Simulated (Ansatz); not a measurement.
Working through a band structure of Sn, space group Im-3m

Program: Ansatz's Python interface.

The script reads `sn.extxyz`:
```text
1
Lattice="-1.89465182 1.89465182 1.89465182 1.89465182 -1.89465182 1.89465182 1.89465182 1.89465182 -1.89465182" Properties=species:S:1:pos:R:3 pbc="T T T"
Sn    0.00000000    0.00000000    0.00000000
```

Notebook, run cell by cell (the value of a cell's last expression is shown):

**Cell 1**
```python
from collections import Counter
from pathlib import Path
import warnings

import ansatz as az
import numpy as np
```

**Cell 2**
```python
warnings.simplefilter('ignore', az.DeckWarning)

xtal = az.Crystal.from_extxyz('sn.extxyz')
```

**Cell 3**
```python
# vertices of the path, as fractions of the reciprocal vectors
path = [
    ('G', (0.0, 0.0, 0.0)),
    ('H', (0.5, -0.5, 0.5)),
    ('N', (0.0, 0.0, 0.5)),
    ('G', (0.0, 0.0, 0.0)),
    ('P', (0.25, 0.25, 0.25)),
    ('H', (0.5, -0.5, 0.5)),
]
model = (
    xtal.calculation()
    .functional(az.Functional.LDA)
    .pseudopotentials('paw')
    .kpoints(9)  # sampling of the Brillouin zone
    .occupations(az.OccupationsMethod.FERMI_DIRAC, width=0.05)
    .band_structure([point for _, point in path], intervals=4)
    .scf(extra_bands=6)
    .density()  # keep the density on its grid
    .potential()
    .output_files(volumetric_format=['xsf', 'npy'])
)
session = model.session()
planned = session.plan(threads=1)
result = planned.execute()
report = result.report
```

**Cell 4**
```python
report['kweights']
```
Output:
```text
[0.0013717421124828531, 0.01646090534979424, 0.01646090534979424, 0.01646090534979424,
 0.01646090534979424, 0.03292181069958848, 0.06584362139917696, 0.06584362139917696,
 0.03292181069958848, 0.03292181069958848, 0.06584362139917696, 0.010973936899862825,
 0.010973936899862825, 0.03292181069958848, 0.03292181069958848, 0.00823045267489712,
 0.03292181069958848, 0.03292181069958848, 0.03292181069958848, 0.03292181069958848,
 0.03292181069958848, 0.03292181069958848, 0.06584362139917696, 0.03292181069958848,
 0.03292181069958848, 0.010973936899862825, 0.00823045267489712, 0.03292181069958848,
 0.03292181069958848, 0.03292181069958848, 0.03292181069958848, 0.00823045267489712,
 0.03292181069958848, 0.010973936899862825, 0.00823045267489712]
```

**Cell 5**
```python
report['n_kpoints'], report['n_symmetry_ops'], report['n_pw']
```
Output:
```text
(35, 48, 555)
```

**Cell 6**
```python
print('%-22s %14.5f eV' % ('F = E - TS', report['free_energy_ev']))
print('%-22s %14.5f eV' % ('E', report['internal_energy_ev']))
print('%-22s %14.5f eV' % ('Harris-Foulkes', report['harris_foulkes_ev']))
print('%-22s %14.5f eV' % ('Fermi level', report['fermi_energy_ev']))
```
Output:
```text
F = E - TS                -5879.47672 eV
E                         -5879.46994 eV
Harris-Foulkes            -5879.47672 eV
Fermi level                  10.37493 eV
```

**Cell 7**
```python
folder = Path(result.write_results('volumes'))
print(sorted(path.name for path in folder.iterdir()))
head = (folder / 'rho.xsf').read_text().split('BEGIN_BLOCK')[0]
print(head)
```
Output:
```text
['bands.tsv', 'fields.json', 'rho.npy', 'rho.xsf', 'rho_z.tsv', 'v_es.npy', 'v_es.xsf', 'v_tot.npy', 'v_tot.xsf', 'v_z.tsv']
CRYSTAL
PRIMVEC
   -1.894652    1.894652    1.894652
    1.894652   -1.894652    1.894652
    1.894652    1.894652   -1.894652
PRIMCOORD
    1    1
   50    0.000000    0.000000    0.000000
```

**Cell 8**
```python
told = Counter((n['data']['severity'], n['data']['kind']) for n in result.notices if n['event'] == 'notice')
for (severity, kind), count in sorted(told.items()):
    print(f'{severity:8s} {kind} x{count}')

bands = result.band_structure()
fermi = bands.fermi_energy_ev
print(f'zero of the bands: {fermi:.3f} eV, the Fermi level found on the SCF mesh')
for spin, channel in enumerate(bands.channels):
    levels = channel.eigenvalues_ev - fermi
    crossing = [b for b in range(levels.shape[1]) if levels[:, b].min() < 0 < levels[:, b].max()]
    print(f'channel {spin}: bands that cross the Fermi level on this path:', [b + 1 for b in crossing] or 'none')
    shown = crossing or sorted(np.argsort(np.abs(levels).min(axis=0))[:2])
    for k, row in zip(bands.kpoints_frac, levels[:, shown]):
        print(f'{k[0]:7.3f} {k[1]:7.3f} {k[2]:7.3f}  ', ' '.join(f'{e:8.3f}' for e in row))
```
Output:
```text
audit    band_cg_iterations x1
audit    preconditioner_resolved x1
zero of the bands: 10.375 eV, the Fermi level found on the SCF mesh
channel 0: bands that cross the Fermi level on this path: [7, 8, 9]
  0.000   0.000   0.000      7.932    7.932    7.932
  0.125  -0.125   0.125      5.292    5.725    5.725
  0.250  -0.250   0.250      2.174    2.556    2.556
  0.375  -0.375   0.375      0.302    0.394    0.394
  0.500  -0.500   0.500     -0.364   -0.364   -0.364
  0.375  -0.375   0.500     -1.390    0.015    0.944
  0.250  -0.250   0.500     -2.880    1.093    2.598
  0.125  -0.125   0.500     -3.902    2.633    4.257
  0.000   0.000   0.500     -4.257    3.656    5.522
  0.000   0.000   0.375     -2.010    4.060    5.809
  0.000   0.000   0.250      1.582    5.211    6.590
  0.000   0.000   0.125      5.516    6.848    7.520
  0.000   0.000   0.000      7.932    7.932    7.932
  0.062   0.062   0.062      4.840    6.494    6.494
  0.125   0.125   0.125      0.964    3.345    3.345
  0.188   0.188   0.188     -1.694    0.607    0.607
  0.250   0.250   0.250     -1.294   -1.294   -1.294
  0.312   0.062   0.312     -2.221   -2.221    2.664
  0.375  -0.125   0.375     -2.137   -2.137    5.558
  0.438  -0.313   0.438     -1.204   -1.204    2.118
  0.500  -0.500   0.500     -0.364   -0.364   -0.364
```

Caveats:
- Absolute energies stand on the zero of these potentials, so only differences at equal settings mean something. A total without «per atom» is that of the cell as typed.
- For a metal this k-point mesh is coarse: on a finer one energies can move by several to tens of meV an atom and pressures by half a GPa or more, differences at one mesh by less.
- Only differences from the Fermi energy are physical; the zero of the scale is a convention.
- Densities and potentials on the grid are those of the valence electrons, and inside the cores they hang on the potentials used.
- This isn't the structure that Sn takes at ambient conditions.
- Gaps and levels are Kohn-Sham values on a finite set of k-points, without spin-orbit coupling.
- It ran for 1.7 s on 1 thread of Arm Neoverse V1 (shared host), peak memory 0.32 GiB.

(Lines on the test bed's own set-up are left out of the output.)
